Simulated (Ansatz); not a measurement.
# Ga3As2P: the cost of one run

Method: DFT PBE, scalar-relativistic, plane waves, PAW, in Ansatz 0.2.0.

### 1 The structure to begin with

It takes space group P3m1 (No. 156, trigonal). The conventional cell has a = 4.005 Å, b = 4.005 Å, c = 9.815 Å, α = 90.00°, β = 90.00°, γ = 120.00°. Ga (site symmetry 3m) has 3 P at 2.43 Å and 1 As at 2.49 Å in its first shell of neighbours. Ga (site symmetry 3m) is surrounded by 1 P at 2.39 Å and 3 As at 2.47 Å. Ga (site symmetry 3m) has 4 As at 2.46 to 2.48 Å in its first shell of neighbours. Around P (site symmetry 3m) lie 4 Ga at 2.39 to 2.43 Å. Around As (site symmetry 3m) lie 4 Ga at 2.47 to 2.48 Å. Around As (site symmetry 3m) lie 4 Ga at 2.46 to 2.49 Å.

Coordinates:

```
Ga P As
1.0
     4.00495    0.00000    0.00000
    -2.00247    3.46838    0.00000
     0.00000    0.00000    9.81517
Ga P As
3 1 2
Direct
  0.00000 0.00000 0.99342
  0.33333 0.66667 0.67337
  0.66667 0.33333 0.33351
  0.33333 0.66667 0.91666
  0.66667 0.33333 0.58627
  0.00000 0.00000 0.24676
```

The cell was relaxed beforehand at this level, from a generated guess; it needn't be the stable form of this composition. At a tolerance of 0.02 Å it has space group P3m1 (No. 156); it has 22.72 Å³/atom, an uncorrected energy of -0.37 eV/atom over the elements.

### 2 Electronic structure at the relaxed geometry

The input, input.yaml:

```yaml
crystal:
  lattice:
    - [4.0049452093, 0.0, 0.0]
    - [-2.0024726046, 3.468384292, 0.0]
    - [0.0, 0.0, 9.8151662]
  atoms:
    - { symbol: Ga, position: [0.0, 0.0, 0.993422] }
    - { symbol: Ga, position: [0.3333333333, 0.6666666667, 0.673374] }
    - { symbol: Ga, position: [0.6666666667, 0.3333333333, 0.33351] }
    - { symbol: P, position: [0.3333333333, 0.6666666667, 0.916665] }
    - { symbol: As, position: [0.6666666667, 0.3333333333, 0.586271] }
    - { symbol: As, position: [0.0, 0.0, 0.246758] }
basis:
  ecutwfc: 420
kpoints:
  mp_grid: { grid: [12, 12, 4] }
  band_path:
    path:
      - [[0.0, 0.0, 0.0], [0.5, 0.0, 0.0], [0.33333333, 0.33333333, 0.0], [0.0, 0.0, 0.0], [0.0, 0.0, 0.5], [0.5, 0.0, 0.5], [0.33333333, 0.33333333, 0.5], [0.0, 0.0, 0.5]]
      - [[0.5, 0.0, 0.5], [0.5, 0.0, 0.0]]
      - [[0.33333333, 0.33333333, 0.5], [0.33333333, 0.33333333, 0.0]]
    npoints: 14
hamiltonian:
  xc: pbe
scf:
  occupations: { method: gaussian, width: 0.02 }
  n_extra_bands: 15
output:
  forces: true
  stress: true
  eigenvalues: true
  populations: true
  dos: { projected: true, de: 0.02, nscf_kmesh: { grid: [18, 18, 6] } }
  bader: true
  write_density: true
  write_potential: true
  elf: true
  volumetric_format: npy
```

Launch:

```console
$ ansatz run input.yaml --threads 4 --pin off --max-ram 8192MiB --backend cpu --events-out ev --progress --plain --runs-dir out
```

Q: Estimate wall time and peak memory on 4 threads of Intel Xeon 6975P-C (Granite Rapids), shared host.

About 37 s, with a peak of 1.2 GiB.
